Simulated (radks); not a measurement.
# Zr²⁺ in [Kr] 4d2: an all-electron calculation

An exercise on one series of results from a longer session: the logs are not shown, and one member is left open.

The numbers are computed with radks (a radial shooting solver on a logarithmic mesh, Libxc functionals) version 1 (scalar-relativistic Kohn-Sham, r2SCAN, spin-polarised, spherical densities, finite nucleus; open shells are filled with parallel spins first), except any that are marked as measured or tabulated.

## Starting point

| Quantity | Value |
| --- | --- |
| element | zirconium (Z = 40) |
| charge | +2 |
| electrons | 38 |
| configuration | [Kr] 4d2 |
| nuclear rms radius | 4.2694 fm |

Outer shells as boxes (Hund's rule):

Zr²⁺
```
[Kr] core
4d [↑ ][↑ ][  ][  ][  ]
```

The first run:

Settings of this run:

```text
Z 40
configuration [Kr] 4d2
relativity scalar-relativistic
functional r2scan,r2scan
spin polarised
nucleus finite rms 4.2694 fm
c 137.035999084
```

One of the session's tables, all rows but one given; the rest of the session is left out.

It belongs to the step «Radial structure». Sizes of the orbitals, from the radial functions (bohr):

| level | <r> | outermost maximum (interpolated) | 90 % within | nodes |
| --- | --- | --- | --- | --- |
| 1s down | 0.03707 | 0.0241 | 0.0664 | 0 |
| 1s up | 0.03707 | 0.0241 | 0.0664 | 0 |
| 2s up | 0.1625 | 0.137 | 0.251 | 1 |
| 2s down | 0.1625 | 0.137 | 0.251 | 1 |
| 2p up | 0.1417 | 0.110 | 0.231 | 0 |
| 2p down | 0.1417 | 0.110 | 0.231 | 0 |
| 3s up | 0.4573 | 0.408 | 0.676 | 2 |
| 3s down | 0.4574 | 0.408 | 0.676 | 2 |
| 3p up | 0.4614 | 0.402 | 0.698 | 1 |
| 3p down | 0.4614 | 0.402 | 0.698 | 1 |
| 3d up | 0.4525 | 0.348 | 0.727 | 0 |
| 3d down | 0.4525 | 0.349 | 0.727 | 0 |
| 4s up | 1.221 | 1.08 | 1.78 | 3 |
| 4s down | ? | ? | ? | ? |
| 4p up | 1.371 | 1.18 | 2.04 | 2 |
| 4p down | 1.357 | 1.18 | 2.01 | 2 |
| 4d up | 1.985 | 1.56 | 3.12 | 1 |
| 4d down | 1.950 | 1.52 | 3.09 | 1 |

Estimate the missing values for 4s down.

**Answer.** <r>: 1.213; outermost maximum (interpolated): 1.08; 90 % within: 1.77; nodes: 3. In the column «<r>» it lies between 3p down (0.4614) and 4s up (1.221).

Caveats from the session: Open shells are spherical and high-spin; term and fine-structure splittings are not resolved.
